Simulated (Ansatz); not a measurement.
# Sc: the cost of one run

Program: Ansatz 0.2.0. Level of theory: DFT PBEsol, scalar-relativistic, plane waves, PAW. These are calculated values, not measurements.

1 further run of the same task is left out (set aside as unsound or not needed).

## (1) The structure to begin with

The structure is hexagonal, space group P6_3/mmc (No. 194). Conventional cell: a = 3.309 Å, b = 3.309 Å, c = 5.268 Å, α = 90.00°, β = 90.00°, γ = 120.00°. Sc (site symmetry -6m2) has 12 Sc at 3.25 to 3.31 Å as nearest neighbours.

Coordinates:

```
CELL_PARAMETERS angstrom
3.30880 0.00000 0.00000
-1.65440 2.86550 0.00000
0.00000 0.00000 5.26800
ATOMIC_POSITIONS crystal
Sc 0.33333 0.66667 0.25000
Sc 0.66667 0.33333 0.75000
```

The structure comes from the Crystallography Open Database.

## (2) A distortion of lower symmetry

What differs from the listed cell: strain xx, yy, zz, yz, xz, xy = -1.5, -1.5, -7.5, +0.0, +0.0, +0.0 %; atoms moved by 0.10 Å root mean square, at most 0.10 Å.

input.yaml

```yaml
crystal:
  lattice:
    - [3.2599600403, 0.0, 0.0]
    - [-1.6299800201, 2.8232082102, 0.0]
    - [0.0, 0.0, 4.87416432]
  atoms:
    - { symbol: Sc, position: [0.3333333333, 0.6666666667, 0.2310174639] }
    - { symbol: Sc, position: [0.6666666667, 0.3333333333, 0.7689825361] }
basis:
  ecutwfc: 420
kpoints:
  mp_grid: { grid: [15, 15, 8] }
hamiltonian:
  xc: pbesol
scf:
  occupations: { method: gaussian, width: 0.1 }
output:
  forces: true
  stress: true
  eigenvalues: true
```

Run with:

```sh
> ansatz run input.yaml --threads 1 --pin off --max-ram 1331MiB --backend cpu --events-out ev --progress --plain --runs-dir out
```

What time and memory should one allow on 1 thread of an x86-64 CPU, shared host?

About 12 s, with a peak of 0.42 GiB.
